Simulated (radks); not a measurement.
# Ionisation energy and size from Cu²⁺ to Nb²⁺

An exercise on one series of results from a longer session: the logs are not shown, and one member is left open.

The numbers are computed with radks (a radial shooting solver on a logarithmic mesh, Libxc functionals) version 1 (Dirac Kohn-Sham, PBE, spin-unpolarised, spherical densities, finite nucleus; open shells fill j = l - 1/2 first), except any that are marked as measured or tabulated.

### The atom as given

```
species : Cu²⁺, Zn²⁺, Ga²⁺, Ge²⁺, As²⁺, Se²⁺, Br²⁺, Kr²⁺, Rb²⁺, Sr²⁺, Zr²⁺, Nb²⁺
runs    : 24, each species and its next ion
```

Set-up of the first run:

Settings of this run:

```text
Z 29
configuration [Ar] 3d9
relativity Dirac
functional pbe,pbe
spin unpolarised
j_filling energy
nucleus finite rms 3.8823 fm
c 137.035999084
```

Steps of the session up to this table: Cu²⁺, [Ar] 3d9.

One table of the session follows, with a row left open; its other results are not shown here.

It belongs to the step «Cu²⁺, [Ar] 3d9». Sizes of the orbitals, from the radial functions (bohr):

```
level     <r>  outermost maximum (interpolated)  90 % within  nodes
2s1/2  0.2350                             0.197        0.364      1
2p1/2       ?                                 ?            ?      ?
2p3/2  0.2075                             0.159        0.339      0
3s1/2  0.7099                             0.613         1.06      2
3p1/2  0.7380                             0.614         1.14      1
3p3/2  0.7484                             0.622         1.16      1
3d3/2  0.9188                             0.596         1.60      0
3d5/2  0.9250                             0.598         1.61      0
```

Q: Estimate the row for 2p1/2 from the others.

As computed: <r>: 0.2041; outermost maximum (interpolated): 0.156; 90 % within: 0.335; nodes: 0. In the column «<r>» it is the lowest.

Limits of these values: Elements between those listed are not part of this session, or gave no valid solution. Spin polarisation and multiplet splitting are left out, so open shells lie too high by an amount that depends on their filling.
